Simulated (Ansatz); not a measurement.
## Mn₃SnN, space group Pm-3m: a band structure, step by step

With Ansatz's Python interface.

`POSCAR`
```text
Mn3SnN
1.0
   3.87894100    0.00000000    0.00000000
   0.00000000    3.87894100    0.00000000
   0.00000000    0.00000000    3.87894100
Mn Sn N
3 1 1
Direct
   0.00000000    0.50000000    0.50000000
   0.50000000    0.50000000    0.00000000
   0.50000000    0.00000000    0.50000000
   0.00000000    0.00000000    0.00000000
   0.50000000    0.50000000    0.50000000
```

Typed at the interpreter:
```pycon
>>> import ansatz
>>> from ase.io import read
>>> import matplotlib.pyplot as plt
>>> import numpy as np
>>> atoms = read("POSCAR", format="vasp")
>>> crystal = ansatz.Crystal.from_ase(atoms).moments(Mn=4)
>>> crystal.resolved().tree()["lattice"]
((3.878941, 0.0, 0.0), (0.0, 3.878941, 0.0), (0.0, 0.0, 3.878941))
>>> path = [
...     ("G", (0.0, 0.0, 0.0)),
...     ("X", (0.0, 0.5, 0.0)),
...     ("M", (0.5, 0.5, 0.0)),
...     ("G", (0.0, 0.0, 0.0)),
...     ("R", (0.5, 0.5, 0.5)),
...     ("X", (0.0, 0.5, 0.0)),
... ]
>>> setup = crystal.calculation()
>>> setup = setup.kpoints(7).pseudopotentials("paw")
>>> setup = setup.occupations("fermi_dirac", width=0.05)
>>> setup = setup.spin(ansatz.SpinTreatment.COLLINEAR).hubbard("Mn", "d", u_eff=3.0)
>>> setup = setup.functional("pbesol", dispersion="d3bjatm").band_structure([point for _, point in path], intervals=10)
>>> setup = setup.scf(extra_bands=10)
>>> setup = setup.density_of_states(energy_step=0.1, method="smearing", broadening_width=0.1, projected=True)
>>> history = []
>>> res = setup.session().plan().execute(on_event=lambda event: history.append(event["data"]["dr2_ev"]) if event["event"] == "scf_iter" else None)
DeckWarning: basis.ecutwfc = 420 eV, auto-derived from the records' recommended cutoffs: set by Mn (normal level)
DeckWarning: the band count 42 (scf.n_extra_bands) hosts the net moment |M| = 12.0000 μB (N_el = 64) but caps the reachable moment at 2·n_bands − N_el = 20.0000 μB, below the 46 bands that the automatic rule leaves for it — a moment growing past the seed, or the majority channel's smearing tail, pins there with fewer empty majority states than that count leaves; raise or omit scf.n_extra_bands unless the cap is intended
RunWarning: an SCF from ferrimagnetic starting moments (-4.00, 4.00, 4.00, 0.00, 0.00 Bohr magnetons, atom by atom) was not made, by what the run has read of turns of its moments that order reads lower: the deck asks for what bars it, or types moments that do (magnetization.spin_polarized, in the input reference, names some of the keys), or the run goes by scf.lower_state_search: light, the [...]
>>> r = res.report
>>> r["converged"], r["free_energy_ev"]
(True, -17929.964906631612)
>>> sorted(key for key in r if key.endswith("_ev"))
['eigenvalues_ev', 'energy_sigma0_ev', 'entropy_ts_ev', 'fermi_energy_ev', 'free_energy_ev', 'gap_by_band_count_ev', 'harris_foulkes_ev', 'internal_energy_ev', 'lagrangian_above_aufbau_ev', 'lagrangian_ev', 'lagrangian_sigma0_ev', 'loop_eigenvalues_ev', 'loop_fermi_energy_ev', 'occupations_fermi_energy_ev', 'residual_norms_ev']
>>> res.lattice.cell_ang
array([[3.878941, 0.      , 0.      ],
       [0.      , 3.878941, 0.      ],
       [0.      , 0.      , 3.878941]])
>>> print("density residual by iteration (eV):", " ".join(f"{value:.1e}" for value in history[:40]))
density residual by iteration (eV): 3.9e+00 1.0e+00 2.3e-01 1.1e-02 5.0e-03 9.4e-04 4.2e-04 4.3e-04 4.8e-04 3.9e-04 1.7e-04 1.4e-05 2.5e-06 9.9e-08 1.6e-09
>>> for key in ("converged", "n_iterations", "n_electrons", "n_kpoints", "n_pw", "n_symmetry_ops", "free_energy_ev", "fermi_energy_ev"):
...     print(f"{key:18s} {r[key]}")
...
converged          True
n_iterations       15
n_electrons        64.0
n_kpoints          20
n_pw               1189
n_symmetry_ops     48
free_energy_ev     -17929.964906631612
fermi_energy_ev    18.907780848990093
>>> dos = res.density_of_states()
>>> energy = np.asarray(dos.energies_ev) - dos.fermi_ev
>>> window = (energy > -10) & (energy < 3)
>>> for index, site in enumerate(res.projected_density_of_states().sites):
...     for shell in site.shells:
...         if shell.l == 2:
...             g = sum(np.sum(part.g_bin_mean_per_ev, axis=0) for part in shell.curves)[window]
...             if g.sum() > 1e-6:
...                 centre = (g * energy[window]).sum() / g.sum()
...                 width = np.sqrt((g * (energy[window] - centre) ** 2).sum() / g.sum())
...                 print(f"site {index} {site.species} {shell.label}: centre {centre:.3f} eV, rms width {width:.3f} eV")
...
site 0 Mn 3D: centre -2.168 eV, rms width 3.114 eV
site 1 Mn 3D: centre -2.168 eV, rms width 3.114 eV
site 2 Mn 3D: centre -2.168 eV, rms width 3.114 eV
site 3 Sn 4D: centre -3.044 eV, rms width 3.138 eV
>>> print(f"net moment {r['magnetization_mub']:.3f} muB, absolute {r['absolute_magnetization_mub']:.3f} muB")
net moment 9.872 muB, absolute 10.378 muB
>>> for index, (site, m) in enumerate(zip(res.lattice.sites, r["site_moments_mub"])):
...     print(f"  {index:2d} {site.symbol:2s} {m:7.3f}")
...
   0 Mn   2.880
   1 Mn   2.880
   2 Mn   2.880
   3 Sn  -0.093
   4 N   -0.045
>>> bands = res.band_structure()
>>> fermi = bands.fermi_energy_ev
>>> print(f"zero of the bands: {fermi:.3f} eV, the Fermi level found on the SCF mesh")
zero of the bands: 18.908 eV, the Fermi level found on the SCF mesh
>>> reciprocal = 2 * np.pi * np.linalg.inv(res.lattice.cell_ang).T
>>> steps = np.linalg.norm(np.diff(bands.kpoints_frac @ reciprocal, axis=0), axis=1)
>>> distance = np.concatenate([[0], np.cumsum(steps)])
>>> fig, ax = plt.subplots(figsize=(5, 4))
>>> for channel, colour in zip(bands.channels, ("C0", "C3")):
...     ax.plot(distance, channel.eigenvalues_ev - fermi, colour, lw=1)
...
[<matplotlib.lines.Line2D object at 0x...>, <matplotlib.lines.Line2D object at 0x...>, <matplotlib.lines.Line2D object at 0x...>, <matplotlib.lines.Line2D object at 0x...>, <matplotlib.lines.Line2D object at 0x...>, <matplotlib.lines.Line2D object at 0x...>, <matplotlib.lines.Line2D object at [...]
[<matplotlib.lines.Line2D object at 0x...>, <matplotlib.lines.Line2D object at 0x...>, <matplotlib.lines.Line2D object at 0x...>, <matplotlib.lines.Line2D object at 0x...>, <matplotlib.lines.Line2D object at 0x...>, <matplotlib.lines.Line2D object at 0x...>, <matplotlib.lines.Line2D object at [...]
>>> ax.set_xticks(distance[::10], [label for label, _ in path])
[<matplotlib.axis.XTick object at 0x...>, <matplotlib.axis.XTick object at 0x...>, <matplotlib.axis.XTick object at 0x...>, <matplotlib.axis.XTick object at 0x...>, <matplotlib.axis.XTick object at 0x...>, <matplotlib.axis.XTick object at 0x...>]
>>> ax.set(ylim=(-4, 4), ylabel="E - E_F (eV)", xlim=(0, distance[-1]))
[(-4.0, 4.0), Text(0, 0.5, 'E - E_F (eV)'), (0.0, 5.3133959181639945)]
>>> ax.grid(axis="x")
>>> fig.savefig("bands.png", dpi=100)
>>> first = bands.channels[0].eigenvalues_ev - fermi
>>> near = np.argsort(np.abs(first.mean(axis=0)))[:4]
>>> for band in sorted(near):
...     print(f"band {band + 1}: {first[:, band].min():.3f} to {first[:, band].max():.3f} eV")
...
band 36: -2.674 to -0.545 eV
band 37: -1.187 to 0.606 eV
band 38: -0.261 to 2.480 eV
band 39: 0.245 to 2.902 eV
```

Total energies depend on the potentials; only differences at equal settings carry meaning. A total without «per atom» is that of the cell as typed. Other magnetic orders than the one started from may lie lower. Dispersion corrections can be off by several per cent in the lattices of metals, and by several GPa in the pressure at a fixed cell. The mesh is modest for a metal, so energies can be off by several to tens of meV an atom and pressures by half a GPa or more; differences at equal mesh fare better. An absolute Fermi energy rests on an arbitrary zero of the periodic potential and has no direct meaning. Projections exist only for the shells that the potentials hold, some of them semicore, and samples at single energies can miss narrow peaks. A gap by band count of zero or less means overlapping bands, a metal. The bands listed are those of the first spin channel. The structure comes from a database of computed cells and needn't be a stable or known phase. Gaps and levels are Kohn-Sham values on a finite set of k-points, without spin-orbit coupling. Warnings are shown shortened and without file and line. The computed bands are complete only to about 4.8 eV above the Fermi level; beyond that the density of states is undercounted. A band centre counts only the states inside the window taken. The whole script took 17 s on 1 thread of Arm Neoverse V2, on a shared host, peak memory 0.6 GiB.

(Lines on the test bed's own set-up are left out of the output.)
